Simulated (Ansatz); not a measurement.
Crystal: MoI.

```xyz
2
Lattice="3.6233 0.0000 0.0000 0.0000 3.6233 0.0000 0.0000 0.0000 5.0421" Properties=species:S:1:pos:R:3 pbc="T T T"
Mo    1.8116    1.8116    2.5210
I     0.0000    0.0000    2.5210
```

The cell was built by a generator and needn't be a form met in nature.

| Item | Value |
| --- | --- |
| Program | Ansatz 0.2.0 |
| Task | relaxation of cell and atoms |
| Functional | LDA |
| Potentials or basis | Ansatz PAW |
| Cutoff | 420 eV (not typed: the program's choice for these potentials) |
| k mesh | 5 × 5 × 4 |
| Occupations | fermi-dirac, width 0.05 eV |
| Spin | spin-orbit coupling, no magnetisation |

At the start: volume 33.10 Å³/atom.

Task: Where does the relaxation end?

Result: It ends after 12 steps and the volume is 22.47 Å³/atom (-32.1 %); space group P4/mmm (No. 123, to 0.05 Å).

The path:
```csv
step,energy change (eV),largest force (eV/Å),volume (Å³)
1,0.0000,0.0000,66.19
2,-0.2046,0.0000,69.62
3,-0.3188,0.0000,65.62
4,-0.4585,0.0000,61.18
5,-0.6214,0.0000,57.75
6,-0.8006,0.0000,54.27
7,-1.0149,0.0000,50.81
8,-1.2434,0.0000,47.75
9,-1.3409,0.0000,44.51
10,-1.3440,0.0000,45.20
11,-1.3449,0.0000,44.94
12,-1.3441,0.0000,44.94
```

Final structure:
```
Mo I
1.0
     3.78739    0.00000    0.00000
     0.00000    3.78739    0.00000
     0.00000    0.00000    3.13299
Mo I
1 1
Direct
  0.50000 0.50000 0.50000
  0.00000 0.00000 0.50000
```

Caveat: the volume moved by over 15 % at a fixed basis, so the end points are rough; the plane-wave basis is chosen anew once the cell has moved, so the energies of steps on either side of that aren't comparable; the PAW data sets come from PBE, with cores solved anew for the run's functional, which leaves a small shift of forces and pressure.
